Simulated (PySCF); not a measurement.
# F4Si: the cost of one run

Computed with PySCF 2.14.0. Level: levels as typed in each script, gas phase, geometry from GFN2-xTB.

## Step 1: Where the work starts

SMILES `F[Si](F)(F)F`, 5 atoms, charge 0, spin multiplicity 1.

Bond lengths: F1–Si2 1.566 Å, Si2–F3 1.566 Å, Si2–F4 1.566 Å, Si2–F5 1.566 Å. Angles: F1–Si2–F3 109.4°, F1–Si2–F4 109.5°, F1–Si2–F5 109.6°, F3–Si2–F4 109.5°, F3–Si2–F5 109.5°, F4–Si2–F5 109.4°.

As a file:

```xyz
5
charge 0, multiplicity 1
F     0.9049   -0.9373    0.8687
Si    0.0000   -0.0002    0.0001
F     0.9049    0.9374   -0.8688
F    -0.9049   -0.8694   -0.9365
F    -0.9049    0.8696    0.9365
```

## Step 2: Density, bond paths and surface potential (B3LYP/def2-svpd)

input.py reads:

```python
import numpy as np
from pyscf import gto, scf, dft
from pyscf.scf import atom_ks, atom_hf
from scipy.linalg import block_diag

def solve(mol, dm0=None, hcore=None):
    mf = (dft.UKS if mol.spin else dft.RKS)(mol, xc='b3lyp')
    mf.grids.level = 3
    mf = mf.density_fit(auxbasis='def2-universal-jkfit')
    mf.conv_tol, mf.max_cycle = 1e-8, 80
    if hcore is not None:
        mf.get_hcore = lambda *args: hcore
    mf.kernel(dm0)
    if not mf.converged:
        mf = mf.newton().run(mf.mo_coeff, mf.mo_occ, max_cycle=30)
    assert mf.converged, 'SCF not converged'
    return mf

mol = gto.M(atom='''
F      0.90491    -0.93726     0.86873
Si     0.00001    -0.00019     0.00008
F      0.90491     0.93741    -0.86879
F     -0.90492    -0.86944    -0.93655
F     -0.90492     0.86959     0.93649
''', basis='def2-svpd', charge=0, spin=0, verbose=4)
mf = solve(mol)
mf.analyze()
# spherically averaged free atoms, for the promolecule
atm = atom_ks.get_atm_nrks(mol, xc='b3lyp')
pro = block_diag(*[(atm[a[0]][2] * atm[a[0]][3]) @ atm[a[0]][2].T for a in mol._atom])
np.savez('result.npz', e=mf.e_tot, c=mf.mo_coeff, occ=mf.mo_occ, eps=mf.mo_energy, pro=pro, dip=mf.dip_moment(verbose=0), s2=mf.spin_square()[0])
```

Started as:

```sh
$ OMP_NUM_THREADS=1 python input.py
```

**Question.** How long does this run take on 1 thread of Intel Xeon Platinum 8259CL at 2.50GHz (Skylake/Cascade Lake), shared host, and how much memory does it need?

About 7.5 s, with a peak of 0.46 GiB.
